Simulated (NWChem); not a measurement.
**BF2 (SMILES F[B]F) at U-wB97X/pcseg-2**

What is the electronic atomisation energy of BF2 at U-wB97X/pcseg-2? 

Program for the calculation: NWChem 7.3.0.

**1. Starting point**

The species is BF2 (3 atoms), meant as a doublet with charge 0. SMILES: `F[B]F`. Geometry: relaxed at PBE0-D4/def2-TZVP.

Bond lengths: F1–B2 1.306 Å, B2–F3 1.306 Å. Angles: F1–B2–F3 121.1°.

**2. The energy at U-wB97X/pcseg-2**

The input, bf2.xyz:

```xyz
3

F      0.513100    -1.044300     0.160000
B      0.279000     0.240500     0.181300
F     -0.802900     0.738900    -0.354600
```

The input, bf2.nw:

```
echo
start bf2
memory total 2200 mb

geometry noautosym nocenter noautoz
 load bf2.xyz
end

basis "ao basis" spherical bse
 * library pcseg-2
end

dft
 xc wb97x
 mult 2
 grid fine
 convergence energy 1e-08
 maxiter 100
 mulliken
 noprint "final vectors analysis"
end

task dft energy
```

Command:

```bash
$ nwchem bf2.nw > bf2.out
```

The program printed:

```text
[...]
          Wavefunction type:  spin polarized.
          No. of atoms     :     3
          No. of electrons :    23
[...]
          Charge           :     0
          Spin multiplicity:     2
[...]
          AO basis - number of functions:    90
[...]
              XC Information
              --------------
                       wb97x  Method XC Functional
                     Hartree-Fock (Exact) Exchange  1.000
                         wb97x Exchange Functional  1.000
                      wb97x Correlation Functional  1.000
[...]
 d= 0,ls=0.0,diis     1   -224.5283570467 -2.80D+02  4.43D-03  1.79D-01     3.3
[...]
 d= 0,ls=0.0,diis     9   -224.6125852234 -8.27D-09  7.23D-07  1.21D-08    29.9
[...]
         Total DFT energy =     -224.612585223370
      One electron energy =     -421.154678695453
           Coulomb energy =      166.200136419155
    Exchange-Corr. energy =      -24.960331250576
 Nuclear repulsion energy =       55.302288303505
[...]
      Total Density - Mulliken Population Analysis
     ---------------------------------------------
    Atom       Charge   Shell Charges
 -----------   ------   -------------------------------------------------------
    1 F    9     9.27   2.00  0.65  0.92  0.36  2.39  2.23  0.72  0.00  0.01  0.00
    2 B    5     4.46   2.00  0.48  0.29  0.17  0.88  0.41  0.03  0.04  0.14  0.02
    3 F    9     9.27   2.00  0.65  0.92  0.36  2.39  2.23  0.72  0.00  0.01  0.00
[...]
      <S2> =      0.7514 (Exact =     0.7500)
[...]
```

Wall time 31 s (1 thread of Intel Xeon 6975P-C (Granite Rapids), shared host); peak memory 0.11 GiB.

**3. The B atom, same level**

The input, job.nw:

```
START job
TITLE "B wB97X"
memory 2200 mb

GEOMETRY noautosym nocenter noautoz
  B        0.000000       0.000000       0.000000
END

BASIS spherical bse
  B library pcseg-2
END

DFT
  xc wb97x
  mult 2
  grid fine
  convergence energy 1e-08
  maxiter 100
  mulliken
  print low
END

TASK dft energy
```

Run the same way, it converges to -24.65036 Eh (log not shown).

**4. The F atom**

The input, calc.nw:

```
start calc
title "F"
memory total 2200 mb
charge 0

geometry units angstroms noautosym nocenter noautoz
  F     0.000000    0.000000    0.000000
end

basis spherical bse
  * library pcseg-2
end

dft
  xc wb97x
  mult 2
  grid fine
  convergence energy 1e-08
  maxiter 100
  mulliken
  noprint "final vectors analysis"
end

task dft energy
```

Run the same way, it converges to -99.74520 Eh (log not shown).

**5. Outcome**

At U-wB97X/pcseg-2:

```
                     quantity          value
       molecule: total energy  -224.61259 Eh
      molecule: dipole moment         0.28 D
               molecule: ⟨S²⟩          0.751
         B atom: total energy   -24.65036 Eh
                 B atom: ⟨S²⟩          0.754
         F atom: total energy   -99.74520 Eh
                 F atom: ⟨S²⟩          0.752
electronic atomisation energy      12.839 eV
```

**Reading.** Taking the molecule apart into free atoms costs 12.84 eV (1239 kJ/mol), before zero-point energy and without spin-orbit coupling. Mulliken charges (molecule) run from -0.27 on F1 to +0.54 on B2.
